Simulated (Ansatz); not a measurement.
# LuP: a relaxation

Aim: a sound relaxation of LuP. The structure is shown as the input types it.

Program: Ansatz 0.2.0. Level of theory: DFT, PBEsol, PAW with Ansatz's default frozen-core files, scalar-relativistic; relaxation of cell and atoms. These are calculated values, not measurements.

### Step 1. The structure to begin with

Symmetry: Fm-3m, No. 225, cubic system. Conventional cell: a = 5.524 Å, b = 5.524 Å, c = 5.524 Å, α = 90.00°, β = 90.00°, γ = 90.00°. Lu (site symmetry m-3m) has 6 P at 2.76 Å as nearest neighbours. Around P (site symmetry m-3m) lie 6 Lu at 2.76 Å.

As a file:

```cif
data_structure
_symmetry_space_group_name_H-M 'Fm-3m'
_symmetry_Int_Tables_number 225
_cell_length_a 5.5237
_cell_length_b 5.5237
_cell_length_c 5.5237
_cell_angle_alpha 90.000
_cell_angle_beta 90.000
_cell_angle_gamma 90.000
_cell_volume 168.54
loop_
_atom_site_label
_atom_site_type_symbol
_atom_site_symmetry_multiplicity
_atom_site_Wyckoff_symbol
_atom_site_fract_x
_atom_site_fract_y
_atom_site_fract_z
_atom_site_occupancy
Lu1 Lu 4 a 0.00000 0.00000 0.00000 1
P1 P 4 b 0.50000 0.00000 0.00000 1
```

### Step 2. Running it

File input.yaml:

```yaml
crystal:
  lattice:
    - [0.0, 2.7618574834, 2.7618574834]
    - [2.7618574834, 0.0, 2.7618574834]
    - [2.7618574834, 2.7618574834, 0.0]
  atoms:
    - { symbol: Lu, position: [0.0, 0.0, 0.0] }
    - { symbol: P, position: [0.5, 0.5, 0.5] }
kpoints:
  mp_grid: { grid: [16, 16, 16] }
scf:
  occupations: { method: fermi_dirac, width: 0.1 }
  max_iter: 75
hamiltonian:
  xc: pbesol
  pseudopotentials: { kind: paw }
relax:
  f_tol: 0.002
  max_steps: 80
  cell: {}
  max_displacement: 5.0
output:
  forces: true
  stress: true
```

Run with:

```sh
$ ansatz run input.yaml --threads 1 --pin off --max-ram 2560MiB --backend cpu --events-out ev --progress --plain --runs-dir out
```

What happens when this is run?

The run converged and reported no error. Convergence says nothing about whether the input makes sense.

In the input, relax.max_displacement is 5.0. What could go wrong: steps too long. The run converged, but that does not make its result sound.

To check: delete relax.max_displacement (the default then holds).
